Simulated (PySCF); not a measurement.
**SiI: from the state search to spectroscopic constants**

One table from this session's results is given with a row withheld; the runs are named, their logs left out.

Method: Si def2-TZVPPD, I def2-TZVPPD with ECP28, scalar-relativistic core potentials; program: PySCF 2.14.0.

The first run:

Settings of the job:

```
atoms                         : Si, I
charge                        : 0
basis                         : Si def2-TZVPPD, I def2-TZVPPD with ECP28
Hamiltonian                   : scalar-relativistic core potentials
basis functions               : 107
electrons treated             : 39
masses in u                   : 27.9769, 126.9045
levels                        : PBE0, PBE, r²SCAN, PBEsol, PW91, revPBE, B3LYP, MN15, ωB97M-V, HF, MP2, SCS-MP2, CCSD, CCSD(T)
grid                          : 80 radial by 434 angular points
occupations                   : held fixed by the projection of orbital angular momentum
dissociation limit            : Si + I, each in its ground configuration
starting distance in angstrom : 2.425
values of 2S to try           : 1, 3
```

On the command line:

```console
$ OMP_NUM_THREADS=2 python dia.py task.json out
```

Steps of the session up to this table: The job; PBE0 along the bond; Other states along the same grid; PBE; r²SCAN; PBEsol; PW91 (GGA); revPBE (GGA); B3LYP (global hybrid GGA); MN15 (hybrid meta-GGA); ωB97M-V; UHF (mean field); Correlated methods on the Hartree–Fock reference.

One table of the session follows, with a row left open; its other results are not shown here.

It belongs to the step «The curves together». Energy (eV) from each level's lowest point:

| R (Å) | UHF | UHF-MP2 | UHF-SCS-MP2 | UHF-CCSD | UHF-CCSD(T) |
| --- | --- | --- | --- | --- | --- |
| 2.107 | 1.174 | 0.967 | 1.013 | n/a | n/a |
| 2.205 | 0.547 | 0.408 | 0.440 | 0.451 | 0.455 |
| 2.303 | 0.192 | 0.114 | 0.133 | 0.139 | 0.141 |
| 2.377 | 0.055 | 0.018 | 0.027 | 0.030 | 0.031 |
| 2.450 | 0.000 | 0.000 | 0.000 | 0.000 | 0.000 |
| 2.523 | 0.006 | 0.040 | 0.031 | 0.029 | 0.028 |
| 2.622 | ? | ? | ? | ? | ? |
| 2.744 | 0.261 | 0.377 | 0.344 | 0.339 | 0.332 |
| 2.891 | 0.538 | 0.695 | 0.648 | 0.642 | 0.631 |
| 3.087 | 0.956 | 1.162 | 1.101 | n/a | n/a |

**Question.** Estimate the row for R (Å) = 2.622.

Worked estimate for «UHF». A straight line through the neighbours (2.523, 0.006) and (2.744, 0.261) gives 0.006 + (0.261 − 0.006) × (2.622 − 2.523) / (2.744 − 2.523) = 0.120; a parabola fitted to 4 rows on both sides gives 0.094.

**Answer.** UHF: 0.086; UHF-MP2: 0.159; UHF-SCS-MP2: 0.139; UHF-CCSD: 0.135; UHF-CCSD(T): 0.132. In «UHF» the line misses by +0.034 and the parabola by +0.008.
